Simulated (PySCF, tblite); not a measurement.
# H5O3PSi, a small molecule taken as a stand-in for a surface group (hydroxylated Si): NMR shifts, core binding energies and electronic excitations, part 2 of 2

tblite 0.8.0 and PySCF 2.14.0. Atoms count from 0, parts from 1. The steps go on from the part before.

## 5. Core-electron binding energies: SCAN, X2C

What the job is given:

```
{"job": {"kind": "xps", "holes": 5}, "charge": 0, "multiplicity": 1}
O     -1.323766    -0.465592    -1.115600
Si    -0.254217     0.185146    -0.024770
O     -0.498797    -0.333770     1.525334
O     -0.546191     1.811392    -0.066740
P      1.855652    -0.325019    -0.609775
H     -1.272863    -1.411262    -1.280219
H     -1.280119     0.030440     1.956525
H     -0.874443     2.150624    -0.904957
H      2.371249     0.039506     0.671220
H      1.698505    -1.699661    -0.243239
```

Level: delta-SCF UKS SCAN, pcX-2 on the ionised atom, pcseg-1 elsewhere, spin-free X2C.

The log of the run:

```text
ground state, core basis on atom 0 (O), 134 functions
  cycle   1  E = -860.76719147  |g| = 1.18e+00
  cycle   2  E = -860.23282346  |g| = 2.05e+00
  cycle   3  E = -861.01334743  |g| = 1.51e-01
  cycle   4  E = -861.01754986  |g| = 8.55e-02
  cycle   5  E = -861.01894746  |g| = 2.71e-02
  cycle   6  E = -861.01907689  |g| = 7.93e-03
  cycle   7  E = -861.01909178  |g| = 2.32e-03
  cycle   8  E = -861.01909506  |g| = 4.00e-04
  E(ground) = -861.08190058 Eh
hole in O 1s of atom 0
  cycle   1  E = -840.40502530  |g| = 2.22e+00
  cycle   2  E = -838.26620110  |g| = 2.56e+00
  cycle   3  E = -840.91148717  |g| = 7.36e-01
  cycle   4  E = -841.17207622  |g| = 2.89e-01
  cycle   5  E = -841.21007496  |g| = 1.38e-01
  cycle   6  E = -841.21629821  |g| = 5.53e-02
  cycle   7  E = -841.21766980  |g| = 1.32e-02
  cycle   8  E = -841.21777329  |g| = 3.63e-03
  cycle   9  E = -841.21778016  |g| = 1.85e-03
  cycle  10  E = -841.21778210  |g| = 9.66e-04
  cycle  11  E = -841.21778062  |g| = 2.52e-04
  E(ion) = -841.28106393 Eh   <S^2> = 0.7616   hole on atom = 1.000   binding energy = 538.808 eV
ground state, core basis on atom 1 (Si), 145 functions
  cycle   1  E = -861.10379251  |g| = 3.01e-01
  cycle   2  E = -861.10205090  |g| = 1.36e-01
  cycle   3  E = -861.10137062  |g| = 1.44e-01
  cycle   4  E = -861.10519185  |g| = 2.16e-02
  cycle   5  E = -861.10526992  |g| = 4.52e-03
  cycle   6  E = -861.10527365  |g| = 7.42e-04
  cycle   7  E = -861.10527342  |g| = 2.64e-04
  E(ground) = -861.12827213 Eh
hole in Si 2p of atom 1
  cycle   1  E = -856.79440857  |g| = 1.25e+00
  cycle   2  E = -856.44016296  |g| = 1.34e+00
  cycle   3  E = -857.02319383  |g| = 4.20e-01
  cycle   4  E = -857.11043387  |g| = 1.14e-01
  cycle   5  E = -857.11325446  |g| = 6.11e-02
  cycle   6  E = -857.11508331  |g| = 1.20e-02
  cycle   7  E = -857.11515015  |g| = 5.42e-03
  cycle   8  E = -857.11516138  |g| = 2.81e-03
  cycle   9  E = -857.11516280  |g| = 4.08e-04
  E(ion) = -857.14881185 Eh   <S^2> = 0.7520   hole on atom = 1.003   binding energy = 108.287 eV
  2p3/2 = 108.103 eV   2p1/2 = 108.728 eV
ground state, core basis on atom 2 (O), 134 functions
  cycle   1  E = -861.01876477  |g| = 1.03e-01
  cycle   2  E = -861.01792837  |g| = 8.26e-02
  cycle   3  E = -861.01863632  |g| = 5.73e-02
  cycle   4  E = -861.01921371  |g| = 6.73e-03
  cycle   5  E = -861.01922593  |g| = 9.68e-04
  cycle   6  E = -861.01922644  |g| = 4.05e-04
  E(ground) = -861.08211175 Eh
hole in O 1s of atom 2
  cycle   1  E = -840.40844986  |g| = 2.22e+00
  cycle   2  E = -838.83646804  |g| = 2.49e+00
  cycle   3  E = -840.98423253  |g| = 6.27e-01
  cycle   4  E = -841.15556928  |g| = 3.08e-01
  cycle   5  E = -841.21469924  |g| = 1.12e-01
  cycle   6  E = -841.21973149  |g| = 5.45e-02
  cycle   7  E = -841.22089217  |g| = 1.44e-02
  cycle   8  E = -841.22099019  |g| = 3.99e-03
  cycle   9  E = -841.22100211  |g| = 1.16e-03
  cycle  10  E = -841.22100174  |g| = 3.80e-04
  E(ion) = -841.28439006 Eh   <S^2> = 0.7616   hole on atom = 1.000   binding energy = 538.723 eV
ground state, core basis on atom 3 (O), 134 functions
  cycle   1  E = -861.01819586  |g| = 1.22e-01
  cycle   2  E = -861.01520504  |g| = 1.53e-01
  cycle   3  E = -861.01915159  |g| = 4.08e-02
  cycle   4  E = -861.01944359  |g| = 8.06e-03
  cycle   5  E = -861.01945789  |g| = 1.78e-03
  cycle   6  E = -861.01945652  |g| = 3.36e-04
  E(ground) = -861.08232375 Eh
hole in O 1s of atom 3
  cycle   1  E = -840.40896142  |g| = 2.22e+00
  cycle   2  E = -838.24132436  |g| = 2.53e+00
  cycle   3  E = -840.90647148  |g| = 7.47e-01
  cycle   4  E = -841.17114838  |g| = 3.14e-01
  cycle   5  E = -841.20192909  |g| = 2.06e-01
  cycle   6  E = -841.21622999  |g| = 6.27e-02
  cycle   7  E = -841.21818431  |g| = 1.23e-02
  cycle   8  E = -841.21827674  |g| = 3.12e-03
  cycle   9  E = -841.21828164  |g| = 1.11e-03
  cycle  10  E = -841.21828223  |g| = 3.82e-04
  E(ion) = -841.28211168 Eh   <S^2> = 0.7613   hole on atom = 1.000   binding energy = 538.791 eV
ground state, core basis on atom 4 (P), 145 functions
  cycle   1  E = -861.09780344  |g| = 3.46e-01
  cycle   2  E = -861.09611757  |g| = 1.18e-01
  cycle   3  E = -861.09345026  |g| = 1.69e-01
  cycle   4  E = -861.09884615  |g| = 1.19e-02
  cycle   5  E = -861.09888298  |g| = 2.75e-03
  cycle   6  E = -861.09888461  |g| = 7.34e-04
  cycle   7  E = -861.09888746  |g| = 1.71e-04
  E(ground) = -861.13481133 Eh
hole in P 2p of atom 4
  cycle   1  E = -855.68073323  |g| = 1.38e+00
  cycle   2  E = -855.52526084  |g| = 1.22e+00
  cycle   3  E = -855.98426483  |g| = 4.21e-01
  cycle   4  E = -856.05883628  |g| = 1.55e-01
  cycle   5  E = -856.06564993  |g| = 5.49e-02
  cycle   6  E = -856.06696421  |g| = 2.61e-02
  cycle   7  E = -856.06721561  |g| = 9.96e-03
  cycle   8  E = -856.06725353  |g| = 3.20e-03
  cycle   9  E = -856.06725893  |g| = 8.25e-04
  cycle  10  E = -856.06725815  |g| = 8.31e-04
  cycle  11  E = -856.06725889  |g| = 2.20e-04
  E(ion) = -856.11342370 Eh   <S^2> = 0.7535   hole on atom = 1.002   binding energy = 136.639 eV
  2p3/2 = 136.407 eV   2p1/2 = 137.298 eV
```

Wall time 30 s (1 thread of Intel Xeon Platinum 8375C at 2.90GHz, shared host); peak memory 0.5 GiB.

The holes in one table. −ε is the ground-state orbital energy:

```tsv
hole	stands for	environment	ΔSCF (eV; 2p as the shell's mean)	−ε (eV)	⟨S²⟩
O1s on O0	O0	oxygen bonded to Si, H	538.81	516.9	0.762
Si2p on Si1	Si1	silicon bonded to 3 O, P	108.31	97.4	0.752
O1s on O2	O2	oxygen bonded to Si, H	538.72	516.8	0.762
O1s on O3	O3	oxygen bonded to Si, H	538.79	516.8	0.761
P2p on P4	P4	phosphorus bonded to Si, 2 H	136.70	125.6	0.753
```

With the spin-orbit splitting: Si1 2p3/2 108.10, 2p1/2 108.73 eV; P4 2p3/2 136.41, 2p1/2 137.30 eV. The table gives each 2p level as the mean over the whole 2p shell (two parts 2p3/2, one part 2p1/2), which differs a little from the single hole in the log.

## 6. Excited states and response: CAM-B3LYP/def2-SVPD

Same as in step 5 but for these lines:

```diff
@@ -1,2 +1,2 @@
-{"job": {"kind": "xps", "holes": 5}, "charge": 0, "multiplicity": 1}
+{"job": {"kind": "uv", "xc": "CAM-B3LYP", "basis": "def2-SVPD", "nstates": 6, "ntriplets": 2, "ip": true}, "charge": 0, "multiplicity": 1}
 O     -1.323766    -0.465592    -1.115600
```

With the program's defaults for keys left out, this is: TDDFT CAM-B3LYP/def2-SVPD, vertical, gas phase, core orbitals frozen in the response.

The log of the run:

```text
coarse grid: 9608 points
cycle   1  E = -858.9346581152  dE =  5.054e-01  |g| = 1.061e+00  |ddm| = 3.753e+00
cycle   2  E = -858.8148162015  dE =  1.198e-01  |g| = 1.358e+00  |ddm| = 2.748e+00
cycle   3  E = -859.1487223901  dE = -3.339e-01  |g| = 4.991e-02  |ddm| = 1.431e+00
cycle   4  E = -859.1493024605  dE = -5.801e-04  |g| = 1.541e-02  |ddm| = 1.086e-01
cycle   5  E = -859.1493634944  dE = -6.103e-05  |g| = 7.740e-03  |ddm| = 3.905e-02
cycle   6  E = -859.1493750939  dE = -1.160e-05  |g| = 2.456e-03  |ddm| = 1.079e-02
cycle   7  E = -859.1493764425  dE = -1.349e-06  |g| = 4.850e-04  |ddm| = 3.941e-03
final grid: 84336 points
cycle   8  E = -859.2739994679  dE = -1.732e-05  |g| = 1.126e-03  |ddm| = 2.298e-02
cycle   9  E = -859.2739996811  dE = -2.132e-07  |g| = 9.485e-04  |ddm| = 2.862e-03
cycle  10  E = -859.2739998381  dE = -1.570e-07  |g| = 3.024e-04  |ddm| = 1.079e-03
cycle  11  E = -859.2739998566  dE = -1.849e-08  |g| = 6.556e-05  |ddm| = 4.109e-04
cycle  12  E = -859.2739998578  dE = -1.257e-09  |g| = 9.788e-06  |ddm| = 1.328e-04
cycle  13  E = -859.2739998579  dE = -3.661e-11  |g| = 6.988e-06  |ddm| = 3.091e-05
converged SCF energy = -859.2739998579

Static polarisability (au): isotropic 63.458, principal 58.819 59.062 72.493

Singlet excitations
state   eV       nm        f      main configurations
  1   6.5782    188.5   0.05152   H->L 0.73, H->L+1 0.15
  2   6.6737    185.8   0.01836   H->L+1 0.44, H->L+3 0.26, H->L+2 0.14
  3   7.4901    165.5   0.22397   H->L+2 0.35, H->L+4 0.14, H->L+5 0.14
  4   7.7115    160.8   0.02593   H-1->L 0.76
  5   7.9439    156.1   0.01657   H->L+3 0.32, H-2->L 0.17, H->L+4 0.12
  6   7.9749    155.5   0.01647   H-2->L 0.42, H->L+5 0.12, H-1->L+1 0.10

Triplet excitations (Tamm-Dancoff, eV): 5.8031 5.9521
Vertical ionisation energy (delta-SCF) = 9.9453 eV
```

Wall time 37 s (1 thread of Intel Xeon Platinum 8375C at 2.90GHz, shared host); peak memory 0.79 GiB.

Frontier orbitals and where they lie:

```tsv
orbital	eV	atoms
HOMO−3	-11.37	O3 44 %, O0 19 %, O2 16 %
HOMO−2	-10.89	O2 44 %, O0 35 %, O3 8 %
HOMO−1	-10.29	P4 36 %, O3 18 %, O0 14 %
HOMO	-8.96	P4 66 %, Si1 11 %, H9 6 %
LUMO	0.38	Si1 34 %, O0 13 %, O3 10 %
LUMO+1	1.29	O0 22 %, P4 21 %, O3 12 %
LUMO+2	1.47	O2 23 %, P4 21 %, O3 15 %
```

With each of the 6 states as a Gaussian band of 0.4 eV half-width at 1/e, the curve within the window shown has maxima at 187 nm (ε 2,900), 165 nm (ε 10,000) L/(mol cm). Beyond the last state computed it falls off for lack of states. The curve at chosen wavelengths:

nm, ε (L/mol/cm) and a bar:
```
      150       1056 ##
      152       1835 #####
      155       3623 ##########
      157       5225 ###############
      159       7007 ####################
      161       8678 #########################
      164      10179 ##############################
      166      10141 ##############################
      168       9274 ###########################
      171       7027 ####################
      173       5435 ################
      175       4120 ############
      177       3230 #########
      180       2669 #######
      182       2655 #######
      184       2760 #######
      186       2858 ########
      189       2819 ########
      191       2633 #######
      193       2338 ######
      196       1784 #####
      198       1405 ###
      200       1059 ##
      202        766 #
      205        439 
      207        290
```

Ground-state properties from the same run:

```tsv
property	computed
dipole moment (D)	1.38
polarisability (Å³)	9.40
HOMO–LUMO gap (eV)	9.34
−ε(HOMO) (eV)	8.96
```

## 7. Results

The summary covers parts 1 to 2.

| quantity | value |
| --- | --- |
| point group | C1 |
| rotational constants (main isotopes) | 3.84, 2.18, 2.12 GHz |
| ¹H shifts against TMS (PBE0/pcSseg-2) | 2.05, 1.87, 1.86, 1.86, 1.60 ppm |
| ¹⁷O shifts against H2O (PBE0/pcSseg-2) | 85.2, 78.4, 63.9 ppm |
| ²⁹Si shifts against TMS (PBE0/pcSseg-2) | -23.2 ppm |
| ³¹P shifts against H3PO4 (PBE0/pcSseg-2) | -299.5 ppm |
| surface potential, 1st and 99th percentile | -1.25 V and 2.62 V |
| O1s binding energies, SCAN/pcX-2 | O0 538.81, O3 538.79, O2 538.72 eV |
| Si2p binding energies, SCAN/pcX-2 | Si1 108.31 eV |
| P2p binding energies, SCAN/pcX-2 | P4 136.70 eV |
| lowest singlet (CAM-B3LYP/def2-SVPD) | 6.58 eV (188 nm), f = 0.052 |
| brightest single state of those computed | state 3, 7.49 eV, f = 0.224 |
| lowest triplet | 5.80 eV |
| vertical ionisation energy (ΔSCF) | 9.95 eV |

Relaxing lowered the energy by 0.156 eV in 8 steps; the close pair that moved most is P4–H9, from 1.388 to 1.431 Å (PBE0/def2-SVP). At PBE0/pcSseg-2: The largest span, 105 ppm, is at O2, where the paramagnetic term is -138 ppm. The O1s levels kept as sound span 0.08 eV, from O2 (oxygen bonded to Si, H) up to O0 (oxygen bonded to Si, H). The lowest singlet, at 6.58 eV, is HOMO→LUMO 0.73, HOMO→LUMO+1 0.15 and is bright; of the 6 states computed, the strongest absorption comes from state 3 at 7.49 eV. The lowest triplet lies 0.78 eV below the lowest singlet (triplets in Tamm-Dancoff, singlets in full TDDFT). The orbital energy would give 8.96 eV for ionisation, ΔSCF gives 9.95 eV.
